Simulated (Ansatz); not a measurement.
# FH₃OSn: small, medium and large basis sets

One table from this session's results is given with a row withheld; the runs are named, their logs left out.

Method: one geometry, several basis sets; program: Ansatz 0.2.0, Gaussian basis.

Levels to be run: PBE0-D4/def2-SVP; ωB97M-V/def2-SVP; PBE0-D4/def2-QZVPP; ωB97M-V/def2-QZVPP; the functionals' def2-TZVPP values are taken from earlier runs.

## The relaxed structure

An earlier PBE0-D4 in a triple-zeta def2 set relaxation fixed the geometry. Sn takes the def2 core potential; no spin-orbit term is included.

SMILES `[OH][SnH2][F]`, 6 atoms, charge 0, spin multiplicity 1.

Atoms are counted from 1 here; the program's logs count them from 0.

Bond lengths: O1–Sn2 1.948 Å, O1–H4 0.960 Å, Sn2–F3 1.922 Å, Sn2–H5 1.701 Å, Sn2–H6 1.692 Å. Angles: Sn2–O1–H4 114.0°, O1–Sn2–F3 105.3°, O1–Sn2–H5 111.8°, O1–Sn2–H6 106.0°, F3–Sn2–H5 104.3°, F3–Sn2–H6 107.5°, H5–Sn2–H6 120.8°.

Set-up of the first run:

in.yaml

```yaml
crystal:
  periodic: [false, false, false]
  atoms:
    - {symbol: O, position_ang: [-1.414368, -0.332996, -0.424974]}
    - {symbol: Sn, position_ang: [0.302304, 0.255856, 0.283655]}
    - {symbol: F, position_ang: [1.409127, -1.315052, 0.302142]}
    - {symbol: H, position_ang: [-1.368562, -0.685698, -1.316739]}
    - {symbol: H, position_ang: [1.096130, 1.317147, -0.782063]}
    - {symbol: H, position_ang: [0.017468, 0.696742, 1.891879]}
basis:
  gaussian: {orbitals: def2-SVP}
hamiltonian: {xc: pbe0, dispersion: d4}
output: {orbitals: {seedname: orbitals}}
```

Among the steps run: PBE0-D4 in def2-SVP; ωB97M-V in def2-SVP; PBE0-D4 in def2-QZVPP; ωB97M-V in def2-QZVPP.

One table of the session follows, with a row left open; its other results are not shown here.

It belongs to the step «Functionals by basis». 

| functional | basis | HOMO (eV) |
| --- | --- | --- |
| PBE0-D4 | def2-SVP | -8.71 |
| PBE0-D4 | def2-TZVPP | -8.97 |
| PBE0-D4 | def2-QZVPP | ? |
| ωB97M-V | def2-SVP | -11.08 |
| ωB97M-V | def2-TZVPP | -11.37 |
| ωB97M-V | def2-QZVPP | -11.41 |

Q: Estimate the row for PBE0-D4, def2-QZVPP from the others.

As computed: HOMO (eV): -9.02. In the column «HOMO (eV)» it lies between ωB97M-V, def2-SVP (-11.08) and PBE0-D4, def2-TZVPP (-8.97).
